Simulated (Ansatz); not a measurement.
# K2Be2Pt: from a guess to a relaxed structure

Aim: relax a trial structure of K2Be2Pt and see where it ends.

Method: DFT PBE, scalar-relativistic, plane waves, PAW, in Ansatz 0.2.0.

**1. The structure to begin with**

The structure is hexagonal, space group P6/mmm (No. 191). The conventional cell has a = 5.306 Å, b = 5.306 Å, c = 4.790 Å, α = 90.00°, β = 90.00°, γ = 120.00°. K (site symmetry -6m2) has 2 Be at 2.40 Å as nearest neighbours. Be (site symmetry -6m2) has 2 K at 2.40 Å as nearest neighbours. Pt (site symmetry 6/mmm) is surrounded by 6 K at 3.06 Å.

Structure file:

```xyz
5
Lattice="5.3055 0.0000 0.0000 -2.6528 4.5947 0.0000 0.0000 0.0000 4.7901" Properties=species:S:1:pos:R:3 pbc="T T T"
K     0.0000    3.0632    2.3951
K     2.6528    1.5316    2.3951
Be    0.0000    3.0632    0.0000
Be    2.6528    1.5316    0.0000
Pt    0.0000    0.0000    2.3951
```

Recipe of the guess: random cell by space group and Wyckoff sites (P6/mmm, No. 191). Its size is a rough estimate.

**2. The guess as it stands, on a coarse mesh**

input.yaml reads:

```yaml
crystal:
  lattice:
    - [5.30553344, 0.0, 0.0]
    - [-2.65276672, 4.59472674, 0.0]
    - [0.0, 0.0, 4.79013345]
  atoms:
    - { symbol: K, position: [0.33333333, 0.66666667, 0.5] }
    - { symbol: K, position: [0.66666667, 0.33333333, 0.5] }
    - { symbol: Be, position: [0.33333333, 0.66666667, 0.0] }
    - { symbol: Be, position: [0.66666667, 0.33333333, 0.0] }
    - { symbol: Pt, position: [0.0, 0.0, 0.5] }
basis:
  ecutwfc: 420
kpoints:
  mp_grid: { grid: [6, 6, 4] }
hamiltonian:
  xc: pbe
scf:
  occupations: { method: gaussian, width: 0.1 }
  lower_state_search: "off"
output:
  forces: true
  stress: true
  eigenvalues: true
```

Launch:

```
ansatz run input.yaml --threads 1 --pin off --max-ram 2560MiB --backend cpu --events-out ev --progress --plain --runs-dir out
```

Further runs follow: coarse relaxation; relaxation on the finer mesh.

What does the calculation give? Wanted: conventional cell; volume; energy over the elements; gap on the mesh.

**Answer**, as computed:

```
                              quantity                                                                       value
symmetry at the end (tolerance 0.05 Å)                                                space group P6/mmm (No. 191)
                     conventional cell  a = 5.271 Å, b = 5.271 Å, c = 6.688 Å, α = 90.00°, β = 90.00°, γ = 120.00°
                                volume                                                               32.19 Å³/atom
              energy over the elements                                                               +1.42 eV/atom
                       gap on the mesh                                                                none (metal)
```

What this shows: The space group P6/mmm (No. 191) is kept, and the volume per atom grows by 37.8 % from the first guess. With a positive formation energy it can't be a ground state. No finished test with a distortion of lower symmetry is shown, so the end may be a saddle point. Spin-orbit coupling is left out for Pt.
